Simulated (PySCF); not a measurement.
# [Eu(NH3)2]3+: other functionals and bases at one geometry

An exercise on one series of results from a longer session: the logs are not shown, and one member is left open.

Computed with PySCF 2.14.0. Level: several levels, as the steps say, no spin–orbit coupling.

2 further runs of the same task are left out: 1 for a known fault of the program, 1 set aside as unsound or not needed.

## Where the work starts

9 atoms, charge 3, spin multiplicity 1.

Bond lengths: Eu1–N2 2.408 Å, Eu1–N6 2.408 Å, N2–H3 1.050 Å, N2–H4 1.051 Å, N2–H5 1.051 Å, N6–H7 1.051 Å, N6–H8 1.051 Å, N6–H9 1.050 Å. Angles: N2–Eu1–N6 111.1°, Eu1–N2–H3 116.8°, Eu1–N2–H4 115.9°, Eu1–N2–H5 114.7°, H3–N2–H4 102.6°, H3–N2–H5 102.6°, H4–N2–H5 102.3°, Eu1–N6–H7 116.0°, Eu1–N6–H8 114.7°, Eu1–N6–H9 116.7°, H7–N6–H8 102.3°, H7–N6–H9 102.5°, H8–N6–H9 102.6°.

As a file:

```csv
atom,x (Å),y (Å),z (Å)
Eu1,-0.63383,-0.98272,0.00007
N2,0.10438,0.16121,1.98603
H3,1.00188,0.70198,1.91481
H4,-0.56126,0.87344,2.37936
H5,0.27819,-0.46378,2.81328
N6,0.10215,0.16214,-1.98622
H7,1.06585,-0.08186,-2.32818
H8,-0.48909,-0.01257,-2.83770
H9,0.13471,1.21069,-1.94146
```

Formal oxidation states: Eu +3. Each metal's 6 4f electrons lie in its core potential, so multiplicities, spins and levels count the valence alone. An earlier session relaxed this geometry at PBE, Eu lcecp-1-SVP with ECP52, N def2-SVP, H def2-SVP (singlet, point group C1).

At PBE on the finer grid: E = -147.061887 Eh, HOMO -24.28 eV, LUMO -19.00 eV, Mulliken charge on Eu1 +2.03 e, largest force component 0.009 eV/Å. 

Levels to run: revPBE; M06-L; CAM-B3LYP; TPSS; PBE, TZVP. Hardware: 2 threads of Arm Neoverse V2, shared host.

Set-up of the first run:

The input, run.py (the lines that set the calculation):

```python
mol = gto.M(atom='''
Eu    -0.63383    -0.98272     0.00007
N      0.10438     0.16121     1.98603
H      1.00188     0.70198     1.91481
H     -0.56126     0.87344     2.37936
H      0.27819    -0.46378     2.81328
N      0.10215     0.16214    -1.98622
H      1.06585    -0.08186    -2.32818
H     -0.48909    -0.01257    -2.83770
H      0.13471     1.21069    -1.94146''',
    basis={'Eu': 'lcecp-1-SVP', 'N': 'def2-SVP', 'H': 'def2-SVP'},
    ecp={'Eu': 'lcecp-1-SVP'},
    charge=3, spin=0)
mf = dft.RKS(mol, xc='PBE_R,PBE')
mf.grids.atom_grid = (75, 302)  # f atoms: unpruned, at least (60, 302)
mf = mf.density_fit()  # fitting sets: Eu AutoAux, N def2-universal-JKFIT, H def2-universal-JKFIT
mf.conv_tol = 1e-08; mf.max_cycle = 55
mf.kernel(dm0)  # dm0: the density of the relaxed state
```

The run is started by

```console
> OMP_NUM_THREADS=2 python run.py
```

Among the steps run: revPBE; M06-L; CAM-B3LYP; TPSS; PBE, TZVP.

One of the session's tables, all rows but one given; the rest of the session is left out.

```
             level  HOMO (eV)  gap (eV)  charge on Eu1 (e)  dipole (D)  largest force component (eV/Å)
PBE (relaxed here)     -24.28      5.28               2.03        3.80                            0.01
            revPBE     -24.24      5.32               2.04        3.74                            0.12
             M06-L     -24.51      6.11               2.19        3.35                            0.45
         CAM-B3LYP     -27.11     10.05               2.12        3.36                            0.33
              TPSS          ?         ?                  ?           ?                               ?
         PBE, TZVP     -24.19      5.29               2.22        3.81                            0.33
```

**Question.** Estimate the row for TPSS.

**Answer.** HOMO (eV): -24.35; gap (eV): 5.59; charge on Eu1 (e): 2.08; dipole (D): 3.63; largest force component (eV/Å): 0.22. In the column «HOMO (eV)» it lies between M06-L (-24.51) and PBE (relaxed here) (-24.28).

The dipole of a charged species depends on the origin, so these sizes hold for this origin alone.

In one basis the HOMO–LUMO gap runs from 5.28 eV (PBE) to 10.05 eV (CAM-B3LYP). The largest leftover force, 0.45 eV/Å with M06-L, stands at a geometry relaxed at another level. With 4f in the core, its levels are missing from HOMO and gap, and its count is fixed, so no charge can pass from the ligands into it. Total energies of different levels can't be compared.
